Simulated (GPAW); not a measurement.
# vdW-DF2/real-space grid (scalar-relativistic datasets) run of GeCl2 (SMILES [Cl][Ge][Cl])

We compute a structure relaxation of GeCl2. The job is set up through an ASE script.

Program for the calculation: GPAW 26.7.0.

5 further runs of the same task are left out: 2 that didn't finish, 3 set aside as unsound or not needed.

## Step 1: The structure to begin with

GeCl2: 3 atoms, total charge 0, spin state singlet. As SMILES, `[Cl][Ge][Cl]`. All atoms were displaced at random from a relaxed shape. The run starts from this shape.

Bond lengths: Ge1–Cl2 2.205 Å, Ge1–Cl3 2.296 Å. Angles: Cl2–Ge1–Cl3 92.9°.

## Step 2: A geometry optimisation at vdW-DF2/real-space grid (scalar-relativistic datasets)

relax.py reads:

```python
import numpy as np
from ase import Atoms
from ase.io import write
from ase.optimize import BFGSLineSearch
from ase.units import Bohr
from gpaw import GPAW

positions_bohr = np.array(
              [[  0.174526,  -0.132313,  -2.001683],
               [  3.129749,   0.147616,   0.922986],
               [ -3.032349,   0.291796,   0.889245]])
system = Atoms("GeClCl", positions=positions_bohr * Bohr)
system.center(vacuum=4.5)

calc = GPAW(mode="fd",
            symmetry="off",
            maxiter=150,
            xc={"name": "vdW-DF2", "backend": "libvdwxc"},
            h=0.2,
            txt="-")
system.calc = calc

opt = BFGSLineSearch(system, trajectory="run.traj")
converged = opt.run(fmax=0.01, steps=40)
print("Converged:", converged)
print(f"Final energy: {system.get_potential_energy():.5f} eV")
print(f"r(Cl1-Ge0): {system.get_distance(1, 0):.4f} Ang")
print(f"r(Cl2-Ge0)              {system.get_distance(2, 0):.4f} Ang")
write("relaxed.xyz", system)
```

Command:

```console
$ python3 relax.py
```

Output:

```text
__  _  _
 | _ |_)|_||  |
 |__||  | ||/\| - 26.7.0

units:  Angstrom and eV
cores:  1
OpenMP: False

Versions:
  Python: 3.12.14
  ASE:    3.29.0
  Numpy:  2.5.5
  Scipy:  1.18.1
  Libxc:  7.0.0

        _gpaw.cpython-312-aarch64-linux-gnu.so

Input parameters:
  mode=FD(),
  h=0.2,
  maxiter=150,
  symmetry=Symmetry(point_group=False, time_reversal=False),
  xc=XC(name='vdW-DF2', backend='libvdwxc')

Diagonalizing LCAO Hamiltonian
Converting LCAO to fd mode
       .-----------------------------.
      /|                             |
     / |                             |
    /  |                             |
   /   |                             |
  /    |                             |
 *     |                             |
 |     |                             |
 |     |       Cl                    |
 |     |               Cl            |
 |     |                             |
 |     |           Ge                |
 |     |                             |
 |     .-----------------------------.
 |    /                             /
 |   /                             /
 |  /                             /
 | /                             /
 |/                             /
 *-----------------------------*

Atoms  # Å, Bohr magnetons
|   | symbol |        x |        y |        z |    initial magnetic moments |
|---|--------|----------|----------|----------|-----------------------------|
| 0 |     Ge | 6.197005 | 4.500000 | 4.500000 | ( 0.0000,  0.0000,  0.0000) |
| 1 |     Cl | 7.760842 | 4.648132 | 6.047668 | ( 0.0000,  0.0000,  0.0000) |
| 2 |     Cl | 4.500000 | 4.724429 | 6.029813 | ( 0.0000,  0.0000,  0.0000) |

Unit cell  # Å
| periodic |         x |        y |         z |   lengths |    angles |
|----------|-----------|----------|-----------|-----------|-----------|
|       no | 12.260842 | 0.000000 |  0.000000 | 12.260842 | 90.000000 |
|       no |  0.000000 | 9.224429 |  0.000000 |  9.224429 | 90.000000 |
|       no |  0.000000 | 0.000000 | 10.547668 | 10.547668 | 90.000000 |

Number of symmetries: 1
Symmetry operations  # r_c * U_cc + t_c -> r_c
|   | kind |            matrix            |
|---|------|------------------------------|
| 0 |  E   |  1, 0, 0,  0, 1, 0,  0, 0, 1 |

BZ-sampling:
  Number of BZ points: 1
  Number of IBZ points: 1

  Monkhorst-Pack size: [1, 1, 1]
  Monkhorst-Pack shift: [0, 0, 0]

K-points  # in reciprocal-cell coordinates
|   |                                coordinates |     weight |
|---|--------------------------------------------|------------|
| 0 | (  0.00000000,   0.00000000,   0.00000000) | 1.00000000 |

Uniform wave function grid shape: (np.int64(59), np.int64(47), np.int64(51))
Spin-components: 1 (collinear spins)
Bands:           12
Projectors:      15
Spin-degeneracy: 2
Datatype:        float64

  Storage: CPU
  Wave functions: 13_576_608 bytes (13_576_608 per core)

Parallelization:
  kpt:    1
  domain: 1
  band:   1

Density:
  Valence electrons: 18.0
  Components: 1
  Grid points: [60 48 52]
  Charge: 0.0  # |e|

Potential:
  Grid points: [60 48 52]

species:
  Ge:
    name:    Germanium
    Z:       32.0
    valence: 4
    core:    28
    charge:  0.0  # [|e|]
    file:    Ge.PBE.gz
    compensation charges:
      type: gauss
      rc: 0.32  # [Å]
      lmax: 2
    cutoffs:
      filter: 1.77  # [Å]
      core: 3.42  # [Å]
    projectors
    | kind |    occ | energy [eV] | rcut [Å] |
    |------|--------|-------------|----------|
    |   4s |  2.000 |     -11.726 |    1.005 |
    |   4p |  2.000 |      -3.896 |    1.005 |
    |    s |        |      15.485 |    1.005 |
    |    p |        |      23.315 |    1.005 |
    |    d |        |       0.000 |    1.005 |

    Using partial waves for Ge as LCAO basis

  Cl:
    name:    Chlorine
    Z:       17.0
    valence: 7
    core:    10
    charge:  0.0  # [|e|]
    file:    Cl.PBE.gz
    compensation charges:
      type: gauss
      rc: 0.25  # [Å]
      lmax: 2
    cutoffs:
      filter: 1.40  # [Å]
      core: 1.49  # [Å]
    projectors
    | kind |    occ | energy [eV] | rcut [Å] |
    |------|--------|-------------|----------|
    |   3s |  2.000 |     -20.689 |    0.794 |
    |   3p |  5.000 |      -8.594 |    0.794 |
    |    s |        |       6.523 |    0.794 |
    |    p |        |      18.617 |    0.794 |
    |    d |        |       0.000 |    0.794 |

    Using partial waves for Cl as LCAO basis

Reference energy: -82207.536644  # eV

eigensolver:
  PPCG
  Converge bands: occupied
  niter=2

density mixing:
  MSR1-Mixer
  Pratt-step length: 0.05
  Maximum mixing coefficient: 0.75
  Old densities: 10
  SVD Regularization: 0.005
  Good broyden scale: 1.0
  Trust region scale: 1.0
  Backstep threshold: 4.0
  History deletion threshold: 6.0
  Fourier metric: weight=20.0, sigma=0.015

occupation numbers:
  # Zero width

FastPoissonSolver using
    Stencil: 6*3+1=19 point O(h^6) finite-difference Laplacian
    FFT axes: []
    FST axes: [np.int64(1), np.int64(2), np.int64(0)]

xc functional:
  name: vdW-DF2 with libvdwxc
  Mode: serial
  Semilocal: GGA_X_RPW86+LDA_C_PW with 2 nearest neighbor stencil
  Local blocksize: 120 x 96 x 104
  PAW datasets: PBE
interpolation: tri-quintic # 5. degree polynomial

Initialization done in: 1.951 s

convergence criteria:
- Maximum [total energy] change in last 3 cyles: 0.0005 eV / valence electron
- Maximum integral of absolute [dens]ity change: 0.0001 electrons / valence electron
- Maximum integral of absolute [eigenst]ate change: 4e-08 eV^2 / valence electron
maximum number of iterations: 150

SCF iterations
|iter     |     time |      energy | eigst |  dens |
|---------|----------|-------------|-------|-------|
[... 6 lines left out ...]
Converged in 13 steps
[... 12 lines left out ...]
  Free energy:    -140.976788
[... 2 lines left out ...]
dipole moment: (0.112349, -0.076570, -0.608091)  # |e|*Ang
[... 64 lines left out ...]
convergence criteria:
- Maximum [total energy] change in last 3 cyles: 0.0005 eV / valence electron
[... 13 lines left out ...]
Converged in 12 steps
[... 12 lines left out ...]
  Free energy:    -141.015099
[... 2 lines left out ...]
dipole moment: (-0.082010, -0.070493, -0.591419)  # |e|*Ang
[... 63 lines left out ...]
convergence criteria:
- Maximum [total energy] change in last 3 cyles: 0.0005 eV / valence electron
[... 13 lines left out ...]
Converged in 11 steps
[... 12 lines left out ...]
  Free energy:    -141.046298
[... 2 lines left out ...]
dipole moment: (-0.017143, -0.070836, -0.573897)  # |e|*Ang
[... 62 lines left out ...]
convergence criteria:
- Maximum [total energy] change in last 3 cyles: 0.0005 eV / valence electron
[... 13 lines left out ...]
Converged in 13 steps
[... 12 lines left out ...]
  Free energy:    -140.925370
[... 2 lines left out ...]
dipole moment: (0.270705, -0.073505, -0.516385)  # |e|*Ang
[... 62 lines left out ...]
convergence criteria:
- Maximum [total energy] change in last 3 cyles: 0.0005 eV / valence electron
[... 13 lines left out ...]
Converged in 12 steps
[... 12 lines left out ...]
  Free energy:    -141.053417
[... 2 lines left out ...]
dipole moment: (0.032206, -0.071166, -0.561900)  # |e|*Ang
[... 63 lines left out ...]
convergence criteria:
- Maximum [total energy] change in last 3 cyles: 0.0005 eV / valence electron
[... 13 lines left out ...]
Converged in 9 steps
[... 12 lines left out ...]
  Free energy:    -141.055298
[... 2 lines left out ...]
dipole moment: (0.010448, -0.070658, -0.554507)  # |e|*Ang
[... 42 lines left out ...]
convergence criteria:
- Maximum [total energy] change in last 3 cyles: 0.0005 eV / valence electron
[... 10 lines left out ...]
Converged in 2 steps
[... 12 lines left out ...]
  Free energy:    -141.056776
[... 2 lines left out ...]
dipole moment: (-0.000418, -0.078352, -0.554049)  # |e|*Ang
[... 63 lines left out ...]
convergence criteria:
- Maximum [total energy] change in last 3 cyles: 0.0005 eV / valence electron
[... 15 lines left out ...]
Converged in 7 steps
[... 12 lines left out ...]
  Free energy:    -141.056676
[... 2 lines left out ...]
dipole moment: (0.002009, -0.078729, -0.553799)  # |e|*Ang
[... 62 lines left out ...]
convergence criteria:
- Maximum [total energy] change in last 3 cyles: 0.0005 eV / valence electron
[... 15 lines left out ...]
Converged in 7 steps
[... 12 lines left out ...]
  Free energy:    -141.056893
[... 2 lines left out ...]
dipole moment: (-0.000298, -0.078366, -0.554030)  # |e|*Ang
[... 62 lines left out ...]
convergence criteria:
- Maximum [total energy] change in last 3 cyles: 0.0005 eV / valence electron
[... 10 lines left out ...]
Converged in 2 steps
[... 12 lines left out ...]
  Free energy:    -141.056775
[... 2 lines left out ...]
dipole moment: (-0.000317, -0.078379, -0.554045)  # |e|*Ang
[... 62 lines left out ...]
convergence criteria:
- Maximum [total energy] change in last 3 cyles: 0.0005 eV / valence electron
[... 10 lines left out ...]
Converged in 2 steps
[... 12 lines left out ...]
  Free energy:    -141.056783
[... 2 lines left out ...]
dipole moment: (-0.000313, -0.078380, -0.554050)  # |e|*Ang
[... 62 lines left out ...]
convergence criteria:
- Maximum [total energy] change in last 3 cyles: 0.0005 eV / valence electron
[... 10 lines left out ...]
Converged in 2 steps
[... 12 lines left out ...]
  Free energy:    -141.056779
[... 2 lines left out ...]
dipole moment: (-0.000320, -0.078379, -0.554041)  # |e|*Ang
[... 24 lines left out ...]
Force computation time: 0.035  # s
BFGSLineSearch:   15[ 44] hh:mm:ss     -141.056779       0.0162
       .-----------------------------.
      /|                             |
     / |                             |
    /  |                             |
   /   |                             |
  /    |                             |
 *     |                             |
 |     |                             |
 |     |                             |
 |     |       Cl      Cl            |
 |     |           Ge                |
 |     |                             |
 |     |                             |
 |     .-----------------------------.
 |    /                             /
 |   /                             /
 |  /                             /
 | /                             /
 |/                             /
 *-----------------------------*

Atoms  # Å, Bohr magnetons
|   | symbol |        x |        y |        z |    initial magnetic moments |
|---|--------|----------|----------|----------|-----------------------------|
| 0 |     Ge | 6.154093 | 4.495792 | 4.553096 | ( 0.0000,  0.0000,  0.0000) |
| 1 |     Cl | 7.879004 | 4.664838 | 5.986622 | ( 0.0000,  0.0000,  0.0000) |
| 2 |     Cl | 4.407042 | 4.726673 | 5.964950 | ( 0.0000,  0.0000,  0.0000) |

Unit cell  # Å
| periodic |         x |        y |         z |   lengths |    angles |
|----------|-----------|----------|-----------|-----------|-----------|
|       no | 12.260842 | 0.000000 |  0.000000 | 12.260842 | 90.000000 |
|       no |  0.000000 | 9.224429 |  0.000000 |  9.224429 | 90.000000 |
|       no |  0.000000 | 0.000000 | 10.547668 | 10.547668 | 90.000000 |

Initialization done in: 1.379 s

convergence criteria:
- Maximum [total energy] change in last 3 cyles: 0.0005 eV / valence electron
- Maximum integral of absolute [dens]ity change: 0.0001 electrons / valence electron
- Maximum integral of absolute [eigenst]ate change: 4e-08 eV^2 / valence electron
maximum number of iterations: 150

SCF iterations
|iter     |     time |      energy | eigst |  dens |
|---------|----------|-------------|-------|-------|
|iter:   1| 00:07:32 | -141.046851 | -2.61 |       |
|iter:   2| 00:07:34 | -141.047351 | -3.65 | -3.07 |
|iter:   3| 00:07:35 | -141.050089c| -4.07 | -3.10 |
[... 4 lines of this table left out ...]
|iter:   8| 00:07:44 | -141.056498c| -7.48c| -5.21c|

Converged in 8 steps
SCF loop duration: 11.917 s (1.490 s/step)
Energy contributions relative to reference atoms: (reference = -82207.536644)

Energy contributions:
  Kinetic:          22.132659
  Coulomb:         -23.797104
  Zero:              0.343069
  External:          0.000000
  Xc:             -139.735122
  Entropy:           0.000000
  Spinorbit:         0.000000
  ----------------------------
  Free energy:    -141.056498
  Extrapolated:   -141.056498

dipole moment: (0.013207, -0.078740, -0.552768)  # |e|*Ang

Fermi level: -5.994
Eigenvalues  # (at kpt = [0.000, 0.000, 0.000])
| band index |      eig [eV] | occ [0-2] |
|------------|---------------|-----------|
|          0 |       -20.844 |     2.000 |
|          1 |       -20.368 |     2.000 |
|          2 |       -13.549 |     2.000 |
[... 8 lines of this table left out ...]
|         11 |        -1.922 |     0.000 |

Gap: 3.146 eV
Transition (v -> c):
  (s=0, k=0, n=8, [0.00, 0.00, 0.00]) -> (s=0, k=0, n=9, [0.00, 0.00, 0.00])
No difference between direct/indirect transitions
vacuum-level: 0.000  # V

Forces  # eV/Ang
|        x |        y |        z |
|----------|----------|----------|
| -0.05474 | -0.00383 | -0.00940 |  # Ge   0
|  0.02816 | -0.03382 |  0.02189 |  # Cl   1
|  0.01850 | -0.01703 | -0.01296 |  # Cl   2

Force computation time: 0.035  # s
       .-----------------------------.
      /|                             |
     / |                             |
    /  |                             |
   /   |                             |
  /    |                             |
 *     |                             |
 |     |                             |
 |     |                             |
 |     |       Cl      Cl            |
 |     |           Ge                |
 |     |                             |
 |     |                             |
 |     .-----------------------------.
 |    /                             /
 |   /                             /
 |  /                             /
 | /                             /
 |/                             /
 *-----------------------------*

Atoms  # Å, Bohr magnetons
|   | symbol |        x |        y |        z |    initial magnetic moments |
|---|--------|----------|----------|----------|-----------------------------|
| 0 |     Ge | 6.145570 | 4.492154 | 4.552075 | ( 0.0000,  0.0000,  0.0000) |
| 1 |     Cl | 7.876802 | 4.659985 | 5.985279 | ( 0.0000,  0.0000,  0.0000) |
| 2 |     Cl | 4.405153 | 4.722990 | 5.966300 | ( 0.0000,  0.0000,  0.0000) |

Unit cell  # Å
| periodic |         x |        y |         z |   lengths |    angles |
|----------|-----------|----------|-----------|-----------|-----------|
|       no | 12.260842 | 0.000000 |  0.000000 | 12.260842 | 90.000000 |
|       no |  0.000000 | 9.224429 |  0.000000 |  9.224429 | 90.000000 |
|       no |  0.000000 | 0.000000 | 10.547668 | 10.547668 | 90.000000 |

Initialization done in: 1.355 s

convergence criteria:
- Maximum [total energy] change in last 3 cyles: 0.0005 eV / valence electron
- Maximum integral of absolute [dens]ity change: 0.0001 electrons / valence electron
- Maximum integral of absolute [eigenst]ate change: 4e-08 eV^2 / valence electron
maximum number of iterations: 150

SCF iterations
|iter     |     time |      energy | eigst |  dens |
|---------|----------|-------------|-------|-------|
|iter:   1| 00:07:45 | -141.063676c| -2.80 |       |
|iter:   2| 00:07:47 | -141.063343c| -3.84 | -3.17 |
|iter:   3| 00:07:49 | -141.061255c| -4.25 | -3.20 |
[... 4 lines of this table left out ...]
|iter:   8| 00:07:57 | -141.056812c| -7.67c| -5.31c|

Converged in 8 steps
SCF loop duration: 11.742 s (1.468 s/step)
Energy contributions relative to reference atoms: (reference = -82207.536644)

Energy contributions:
  Kinetic:          22.090351
  Coulomb:         -23.761560
  Zero:              0.343383
  External:          0.000000
  Xc:             -139.728986
  Entropy:           0.000000
  Spinorbit:         0.000000
  ----------------------------
  Free energy:    -141.056812
  Extrapolated:   -141.056812

dipole moment: (0.002392, -0.078453, -0.553790)  # |e|*Ang

Fermi level: -5.995
Eigenvalues  # (at kpt = [0.000, 0.000, 0.000])
| band index |      eig [eV] | occ [0-2] |
|------------|---------------|-----------|
|          0 |       -20.841 |     2.000 |
|          1 |       -20.368 |     2.000 |
|          2 |       -13.549 |     2.000 |
[... 8 lines of this table left out ...]
|         11 |        -1.927 |     0.000 |

Gap: 3.146 eV
Transition (v -> c):
  (s=0, k=0, n=8, [0.00, 0.00, 0.00]) -> (s=0, k=0, n=9, [0.00, 0.00, 0.00])
No difference between direct/indirect transitions
vacuum-level: 0.000  # V

Forces  # eV/Ang
|        x |       y |        z |
|----------|---------|----------|
|  0.00155 | 0.00089 | -0.00052 |  # Ge   0
| -0.00237 | 0.00088 | -0.00217 |  # Cl   1
| -0.00086 | 0.00005 | -0.00175 |  # Cl   2

Force computation time: 0.035  # s
BFGSLineSearch:   16[ 46] hh:mm:ss     -141.056812       0.0033
Converged: True
Final energy: -141.05681 eV
r(Cl1-Ge0): 2.2538 Ang
r(Cl2-Ge0)              2.2544 Ang
```

Run time: 8 min. Hardware: 1 thread of Arm Neoverse V2, shared host; peak memory 0.66 GiB.

The path in brief:

```csv
step,energy from the first frame kept (eV),largest force (eV/Å)
0,0.0000,0.6900
1,-0.0383,0.5562
2,-0.0766,0.1510
3,-0.0785,0.0760
4,-0.0787,0.0456
5,-0.0790,0.0423
6,-0.0792,0.0499
7,-0.0794,0.0211
8,-0.0794,0.0191
9,-0.0795,0.0136
10,-0.0797,0.0250
11,-0.0799,0.0542
12,-0.0800,0.0204
13,-0.0800,0.0199
14,-0.0800,0.0173
15,-0.0800,0.0162
16,-0.0800,0.0033
```

After the run. Bond lengths: Ge1–Cl2 2.254 Å, Ge1–Cl3 2.254 Å. Angles: Cl2–Ge1–Cl3 100.7°.

## Step 3: What came out

Level: vdW-DF2/real-space grid (scalar-relativistic datasets).

```
                                              quantity         value
energy as printed (from the program's reference atoms)  -141.0568 eV
                                         dipole moment        2.69 D
                                           HOMO energy      -7.57 eV
                                           LUMO energy      -4.42 eV
                                         HOMO–LUMO gap       3.15 eV
```

**Reading.** At the final geometry: Bond lengths: Ge1–Cl2 2.254 Å, Ge1–Cl3 2.254 Å. Angles: Cl2–Ge1–Cl3 100.7°. The optimisation took 16 steps and changed the energy by -0.080 eV.
